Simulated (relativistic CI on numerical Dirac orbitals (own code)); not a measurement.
# Lu⁺ (5d2) in crystal fields: levels and magnetism

Aim: the levels, ground state and powder susceptibility of Lu⁺ in 6 parametric crystal fields.

The numbers are computed with relativistic CI on numerical Dirac orbitals (own code) version 1 (Dirac-Coulomb-Breit CI, KLI orbitals optimised for each configuration, model QED (radiative potential, 1s self-energy scaled to tabulated hydrogen-like ionisation energies), valence Slater integrals scaled by 0.9, one configuration in a parametric crystal field), except any that are marked as measured or tabulated.

## Step 1: Starting point

```
ion            : Lu⁺ (Lu II)
nuclear charge : 71
electrons      : 70
open shell     : 5d2
Slater scale   : 0.9
field 1 (cm⁻¹) : D4h, 10Dq = 12550, Ds = 950, Dt = -560
field 2 (cm⁻¹) : D4h, 10Dq = 12550, Ds = 1360, Dt = -560
field 3 (cm⁻¹) : D4h, 10Dq = 12550, Ds = 1770, Dt = -560
field 4 (cm⁻¹) : D4h, 10Dq = 12550, Ds = 2180, Dt = -560
field 5 (cm⁻¹) : D4h, 10Dq = 12550, Ds = 2590, Dt = -560
field 6 (cm⁻¹) : D4h, 10Dq = 12550, Ds = 3000, Dt = -560
```

The outer shells:

[Xe] 4f14 5d2
```
[Xe] core
4f [↑↓][↑↓][↑↓][↑↓][↑↓][↑↓][↑↓]
5d [↑ ][↑ ][  ][  ][  ]
```

## Step 2: Field 1: D4h, 10Dq = 12550, Ds = 950, Dt = -560

Settings, as recorded:

```ini
atom Lu  Z=71  charge=1  electrons=70
nucleus A=175  rms_radius_fm=5.3700
hamiltonian dirac-coulomb  breit=on  qed=on  c_scale=1
orbitals kli  potential=per-configuration
slater_scale 0.9
correlation none
mixing on
configurations
  [Xe] 4f14 5d2
end
crystal_field D4h 10Dq=12550 Ds=950 Dt=-560
```

## Step 3: Field 2: D4h, 10Dq = 12550, Ds = 1360, Dt = -560

Changes to the settings of step 2:

```diff
@@ -10,2 +10,2 @@
 end
-crystal_field D4h 10Dq=12550 Ds=950 Dt=-560
+crystal_field D4h 10Dq=12550 Ds=1360 Dt=-560
```

## Step 4: Field 3: D4h, 10Dq = 12550, Ds = 1770, Dt = -560

Changes to the settings of step 3:

```diff
@@ -10,2 +10,2 @@
 end
-crystal_field D4h 10Dq=12550 Ds=1360 Dt=-560
+crystal_field D4h 10Dq=12550 Ds=1770 Dt=-560
```

## Step 5: Field 4: D4h, 10Dq = 12550, Ds = 2180, Dt = -560

Changes to the settings of step 4:

```diff
@@ -10,2 +10,2 @@
 end
-crystal_field D4h 10Dq=12550 Ds=1770 Dt=-560
+crystal_field D4h 10Dq=12550 Ds=2180 Dt=-560
```

## Step 6: Field 5: D4h, 10Dq = 12550, Ds = 2590, Dt = -560

Changes to the settings of step 5:

```diff
@@ -10,2 +10,2 @@
 end
-crystal_field D4h 10Dq=12550 Ds=2180 Dt=-560
+crystal_field D4h 10Dq=12550 Ds=2590 Dt=-560
```

## Step 7: Field 6: D4h, 10Dq = 12550, Ds = 3000, Dt = -560

Changes to the settings of step 6:

```diff
@@ -10,2 +10,2 @@
 end
-crystal_field D4h 10Dq=12550 Ds=2590 Dt=-560
+crystal_field D4h 10Dq=12550 Ds=3000 Dt=-560
```

(Steps that only read results are left out.)

Before running it: what results should come out? Wanted: ground spin.

As calculated:

| field | ground state | degeneracy | S | J | first gap (cm⁻¹) | stabilisation (cm⁻¹) | χT at 2 K | χT at 300 K |
| --- | --- | --- | --- | --- | --- | --- | --- | --- |
| 1: D4h | A1 | 1 | 1.00 | 2.94 | 39 | -14264 | 0.054 | 0.868 |
| 2: D4h | A1 | 1 | 1.00 | 2.95 | 35 | -15056 | 0.060 | 0.881 |
| 3: D4h | A1 | 1 | 1.00 | 2.95 | 33 | -15854 | 0.066 | 0.890 |
| 4: D4h | A1 | 1 | 1.00 | 2.96 | 31 | -16655 | 0.070 | 0.897 |
| 5: D4h | A1 | 1 | 1.00 | 2.96 | 30 | -17459 | 0.074 | 0.902 |
| 6: D4h | A1 | 1 | 1.00 | 2.96 | 29 | -18266 | 0.077 | 0.906 |

χT is in cm³ K/mol; stabilisation counts from the free ion's lowest level; S and J come from the expectation values of their squares.

| quantity | value |
| --- | --- |
| ground spin (effective S from ⟨S²⟩) | 1: 1.00, 2: 1.00, 3: 1.00, 4: 1.00, 5: 1.00, 6: 1.00 |
| χT at 300 K | 0.87 to 0.91 cm³ K/mol |

In words: All fields leave the ground state at S = 1. Fields 1, 2, 3, 4, 5, 6 leave a non-degenerate ground state well apart, so χT falls towards zero on cooling. The field is a set of parameters, without covalency or charge transfer.
